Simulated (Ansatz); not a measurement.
# ZrAl5N6: the cost of one run

Program: Ansatz 0.2.0. Level of theory: DFT PBE, scalar-relativistic, plane waves, PAW. These are calculated values, not measurements.

### 1 Starting point

The structure is tetragonal, space group P4/mmm (No. 123). The conventional cell has a = 3.330 Å, b = 3.330 Å, c = 14.130 Å, α = 90.00°, β = 90.00°, γ = 90.00°. Zr (site symmetry 4/mmm) is surrounded by 6 N at 2.35 Å. Al (site symmetry 4mm) is surrounded by 6 N at 2.35 Å. Around Al (site symmetry 4/mmm) lie 6 N at 2.35 Å. Around N (site symmetry 4mm) lie 5 Al at 2.35 Å and 1 Zr at 2.35 Å. N (site symmetry 4/mmm) is surrounded by 4 Zr at 2.35 Å and 2 Al at 2.35 Å. N (site symmetry 4mm) has 6 Al at 2.35 Å as nearest neighbours. Around N (site symmetry 4/mmm) lie 6 Al at 2.35 Å.

As a file:

```
Zr Al N
1.0
     3.33040    0.00000    0.00000
     0.00000    3.33040    0.00000
     0.00000    0.00000   14.12971
Zr Al N
1 5 6
Cartesian
  0.0000 0.0000 0.0000
  0.0000 0.0000 9.4198
  1.6652 1.6652 11.7748
  1.6652 1.6652 2.3550
  0.0000 0.0000 4.7099
  1.6652 1.6652 7.0649
  0.0000 0.0000 11.7748
  1.6652 1.6652 0.0000
  0.0000 0.0000 2.3550
  1.6652 1.6652 4.7099
  0.0000 0.0000 7.0649
  1.6652 1.6652 9.4198
```

The start is an ordering of an alloy on its end members' structure types: elements ordered on the sites of the ZrN type, Zr/Al on Zr (P4/mmm, No. 123).

### 2 A first look at the guess

The input, input.yaml:

```yaml
crystal:
  lattice:
    - [3.3304038, 0.0, 0.0]
    - [0.0, 3.3304038, 0.0]
    - [0.0, 0.0, 14.12970667]
  atoms:
    - { symbol: Zr, position: [0.0, 0.0, 0.0] }
    - { symbol: Al, position: [0.0, 0.0, 0.66666667] }
    - { symbol: Al, position: [0.5, 0.5, 0.83333333] }
    - { symbol: Al, position: [0.5, 0.5, 0.16666667] }
    - { symbol: Al, position: [0.0, 0.0, 0.33333333] }
    - { symbol: Al, position: [0.5, 0.5, 0.5] }
    - { symbol: "N", position: [0.0, 0.0, 0.83333333] }
    - { symbol: "N", position: [0.5, 0.5, 0.0] }
    - { symbol: "N", position: [0.0, 0.0, 0.16666667] }
    - { symbol: "N", position: [0.5, 0.5, 0.33333333] }
    - { symbol: "N", position: [0.0, 0.0, 0.5] }
    - { symbol: "N", position: [0.5, 0.5, 0.66666667] }
basis:
  ecutwfc: 420
kpoints:
  mp_grid: { grid: [6, 6, 2] }
hamiltonian:
  xc: pbe
scf:
  occupations: { method: gaussian, width: 0.1 }
  lower_state_search: "off"
output:
  forces: true
  stress: true
  eigenvalues: true
```

Started as:

```console
$ ansatz run input.yaml --threads 1 --pin off --max-ram 2560MiB --backend cpu --events-out ev --progress --plain --runs-dir out
```

What time and memory should one allow on 1 thread of Intel Xeon at 2.50GHz (Skylake/Cascade Lake), shared host?

About 18 s, with a peak of 0.46 GiB.
